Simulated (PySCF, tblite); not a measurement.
# FGe4H9O, a small molecule taken as a stand-in for a surface group: NMR shifts, core binding energies and electronic excitations

Wanted: the NMR shifts, core binding energies and electronic excitations for `[F][Ge]([GeH3])([GeH3])[O][GeH3]`.

Computed with tblite 0.8.0 and PySCF 2.14.0; each step states its level. No surroundings beyond the atoms listed, unless a continuum is named. Atoms count from 0, parts from 1.

## (1) Starting point

15 atoms, charge 0, multiplicity 1; geometry: distance geometry start.

## (2) Geometry optimisation with GFN2-xTB

Job settings and geometry (Å):

```
{"job": {"kind": "relax", "xc": "GFN2-xTB", "basis": "xTB"}, "charge": 0, "multiplicity": 1}
Ge    -0.619431     0.675086    -0.402051
Ge    -0.547425    -0.440013     1.746082
Ge    -0.716707    -0.980736    -2.121050
O      0.917059     1.705051    -0.567905
Ge     1.186530     3.374654     0.172424
F     -2.028526     1.739326    -0.488660
H     -0.612008     0.615216     2.852517
H     -1.766791    -1.338694     1.855712
H      0.716793    -1.227566     1.886054
H     -0.203441    -0.354628    -3.425305
H     -2.119739    -1.437074    -2.293458
H      0.183477    -2.143369    -1.751570
H     -0.024234     4.253411    -0.093884
H      1.400820     3.240144     1.654723
H      2.408316     4.028446    -0.453955
```

Method: GFN2-xTB geometry optimisation, gas phase.

On the command line:

```bash
> OMP_NUM_THREADS=1 python cluster_run.py task.json out
```

One launch serves the whole session: the jobs run in the order shown.

**Question.** The jobs that follow are: PBE0-D3(BJ)/def2-SVP geometry optimisation, gas phase; GIAO PBE0/pcSseg-1 NMR shielding, non-relativistic, gas phase; delta-SCF UKS SCAN, pcX-2 on the ionised atom, pcseg-1 elsewhere, spin-free X2C; TDDFT CAM-B3LYP/def2-SVPD, vertical, gas phase, core orbitals frozen in the response. Predict: point group; rotational constants (main isotopes); $^{1}$H shifts against TMS (PBE0/pcSseg-1); $^{73}$Ge shifts against GeMe4 (PBE0/pcSseg-1); $^{17}$O shifts against H2O (PBE0/pcSseg-1); $^{19}$F shifts against CFCl3 (PBE0/pcSseg-1); O1s binding energies, SCAN/pcX-2; F1s binding energies, SCAN/pcX-2; lowest singlet (CAM-B3LYP/def2-SVPD); brightest single state of those computed; lowest triplet; vertical ionisation energy (ΔSCF).

As calculated:

```
                                      quantity                                                     value
                                   point group                                                        C1
          rotational constants (main isotopes)                                      0.63, 0.46, 0.30 GHz
    $^{1}$H shifts against TMS (PBE0/pcSseg-1)  5.27, 5.24, 5.06, 3.86, 3.85, 3.68, 3.68, 3.67, 3.61 ppm
$^{73}$Ge shifts against GeMe4 (PBE0/pcSseg-1)                                  170, -83, -323, -327 ppm
   $^{17}$O shifts against H2O (PBE0/pcSseg-1)                                                  52.9 ppm
 $^{19}$F shifts against CFCl3 (PBE0/pcSseg-1)                                                -157.6 ppm
              O1s binding energies, SCAN/pcX-2                                              O3 536.79 eV
              F1s binding energies, SCAN/pcX-2                                              F5 690.65 eV
          lowest singlet (CAM-B3LYP/def2-SVPD)                               5.72 eV (217 nm), f = 0.015
      brightest single state of those computed                               state 3, 6.34 eV, f = 0.624
                                lowest triplet                                                   5.18 eV
             vertical ionisation energy (ΔSCF)                                                   9.20 eV
```

What this shows: The optimisation took 22 steps and gained 0.496 eV; among the close pairs (by a distance rule), Ge0–F5 changed most, from 1.853 to 1.763 Å (PBE0/def2-SVP). At PBE0/pcSseg-1: The largest span, 323 ppm, is at Ge4, where the paramagnetic term is -1342 ppm. The lowest singlet, at 5.72 eV, is HOMO→LUMO+1 0.66, HOMO→LUMO 0.17 and is weak; of the 6 states computed, the strongest absorption comes from state 3 at 6.34 eV. The lowest triplet lies 0.55 eV below the lowest singlet (triplets in Tamm-Dancoff, singlets in full TDDFT). ΔSCF puts the ionisation energy at 9.20 eV, 0.58 eV above −ε(HOMO). Spin-orbit coupling is left out, which matters for shieldings and couplings at and beside the heavy atoms. A capped cluster stands for the solid here, so long-range fields and strain are missing, and bands or shifts of the capping hydrogens have no counterpart in it.
